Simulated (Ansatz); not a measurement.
# CH6F2Si2: the cost of one run

All numbers below are computed with Ansatz 0.2.0 (RKS CAM-B3LYP-D4/STO-3G).

### Step 1. The starting structure

Bond lengths: Si1–Si2 2.220 Å, Si2–H3 1.460 Å, Si2–H4 1.460 Å, Si2–H5 1.460 Å, Si1–F6 1.590 Å, Si1–C7 1.869 Å, C7–H8 1.110 Å, C7–H9 1.110 Å, C7–H10 1.110 Å, Si1–F11 1.589 Å. Angles (14 of 18 angles, heavy atoms first): Si2–Si1–F6 109.5°, Si2–Si1–C7 109.5°, Si2–Si1–F11 109.5°, F6–Si1–C7 109.5°, F6–Si1–F11 109.5°, C7–Si1–F11 109.5°, Si1–Si2–H3 109.5°, Si1–Si2–H4 109.5°, Si1–Si2–H5 109.5°, Si1–C7–H8 109.5°, Si1–C7–H9 109.5°, Si1–C7–H10 109.5°, H3–Si2–H4 109.4°, H3–Si2–H5 109.4°.

Structure file:

```xyz
11

Si    0.0000    0.0000    0.0000
Si    0.0000    0.0000    2.2200
H    -1.3148   -0.4067    2.7074
H     1.0096   -0.9353    2.7074
H     0.3052    1.3420    2.7074
F     1.4994    0.0000   -0.5295
C    -0.8808    1.5259   -0.6227
H    -1.9334    1.2723   -0.8671
H    -0.8624    2.3106    0.1622
H    -0.3704    1.9025   -1.5336
F    -0.7489   -1.2974   -0.5295
```

### Step 2. Relaxing the start

input.yaml reads:

```yaml
crystal:
  periodic: [false, false, false]
  atoms:
    - { symbol: Si, position_ang: [0.0, 0.0, 0.0] }
    - { symbol: Si, position_ang: [0.0, 0.0, 2.22] }
    - { symbol: H, position_ang: [-1.3148, -0.4067, 2.7074] }
    - { symbol: H, position_ang: [1.0096, -0.9353, 2.7074] }
    - { symbol: H, position_ang: [0.3052, 1.342, 2.7074] }
    - { symbol: F, position_ang: [1.4994, 0.0, -0.5295] }
    - { symbol: C, position_ang: [-0.8808, 1.5259, -0.6227] }
    - { symbol: H, position_ang: [-1.9334, 1.2723, -0.8671] }
    - { symbol: H, position_ang: [-0.8624, 2.3106, 0.1622] }
    - { symbol: H, position_ang: [-0.3704, 1.9025, -1.5336] }
    - { symbol: F, position_ang: [-0.7489, -1.2974, -0.5295] }
basis:
  gaussian: { orbitals: STO-3G }
hamiltonian:
  xc: cam_b3lyp
  dispersion: d4
relax:
  f_tol: 0.02
  max_steps: 40
```

Launch:

```console
$ ansatz run input.yaml --threads 1 --pin off --max-ram 2048MiB --backend cpu --events-out ev --progress --plain --runs-dir out
```

Q: Estimate wall time and peak memory on 1 thread of Arm Neoverse V2, shared host.

About 44 s, with a peak of 0.12 GiB.
